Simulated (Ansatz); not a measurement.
# BrF₂HOZr: small, medium and large basis sets

An exercise on one series of results from a longer session: the logs are not shown, and one member is left open.

The runs use Ansatz 0.2.0, Gaussian basis; one geometry, several basis sets.

The runs, in order: PBE0-D4/def2-SVP; ωB97M-V/def2-SVP; PBE0-D4/def2-QZVPP; ωB97M-V/def2-QZVPP; the functionals' def2-TZVPP values are taken from earlier runs.

## The geometry

The geometry comes from an earlier relaxation with PBE0-D4 in a triple-zeta def2 set; it is a stationary point. Zr takes the def2 core potential; no spin-orbit term is included.

SMILES `[OH][Zr]([F])([F])[Br]`, 6 atoms, charge 0, spin multiplicity 1.

Atoms are counted from 1 here; the program's logs count them from 0.

Bond lengths: O1–Zr2 1.889 Å, O1–H6 0.954 Å, Zr2–F3 1.895 Å, Zr2–F4 1.895 Å, Zr2–Br5 2.513 Å. Angles: Zr2–O1–H6 178.2°, O1–Zr2–F3 109.2°, O1–Zr2–F4 109.2°, O1–Zr2–Br5 110.0°, F3–Zr2–F4 108.7°, F3–Zr2–Br5 109.9°, F4–Zr2–Br5 109.9°.

Coordinates:

```xyz
6

O    -0.9166    0.9994    0.4845
Zr    0.2963   -0.3507   -0.0393
F     1.9495   -0.0804    0.8467
F    -0.3951   -2.0403    0.4691
Br    0.6390   -0.2813   -2.5274
H    -1.5311    1.6894    0.7202
```

Set-up of the first run:

in.yaml reads:

```yaml
crystal:
  periodic: [false, false, false]
  atoms:
    - {symbol: O, position_ang: [-0.916612, 0.999419, 0.484518]}
    - {symbol: Zr, position_ang: [0.296260, -0.350706, -0.039302]}
    - {symbol: F, position_ang: [1.949526, -0.080423, 0.846661]}
    - {symbol: F, position_ang: [-0.395055, -2.040336, 0.469128]}
    - {symbol: Br, position_ang: [0.638955, -0.281342, -2.527405]}
    - {symbol: H, position_ang: [-1.531073, 1.689390, 0.720201]}
basis:
  gaussian: {orbitals: def2-SVP}
hamiltonian: {xc: pbe0, dispersion: d4}
output: {orbitals: {seedname: orbitals}}
```

Among the steps run: PBE0-D4 in def2-SVP; ωB97M-V in def2-SVP; PBE0-D4 in def2-QZVPP; ωB97M-V in def2-QZVPP.

One table of the session follows, with a row left open; its other results are not shown here.

It belongs to the step «Functionals by basis». 

```
functional       basis  HOMO (eV)
   PBE0-D4    def2-SVP      -8.71
   PBE0-D4  def2-TZVPP          ?
   PBE0-D4  def2-QZVPP      -8.81
   ωB97M-V    def2-SVP     -10.87
   ωB97M-V  def2-TZVPP     -10.99
   ωB97M-V  def2-QZVPP     -11.00
```

Estimate the missing values for PBE0-D4, def2-TZVPP.

**Answer.** HOMO (eV): -8.80. In the column «HOMO (eV)» it lies between PBE0-D4, def2-QZVPP (-8.81) and PBE0-D4, def2-SVP (-8.71).
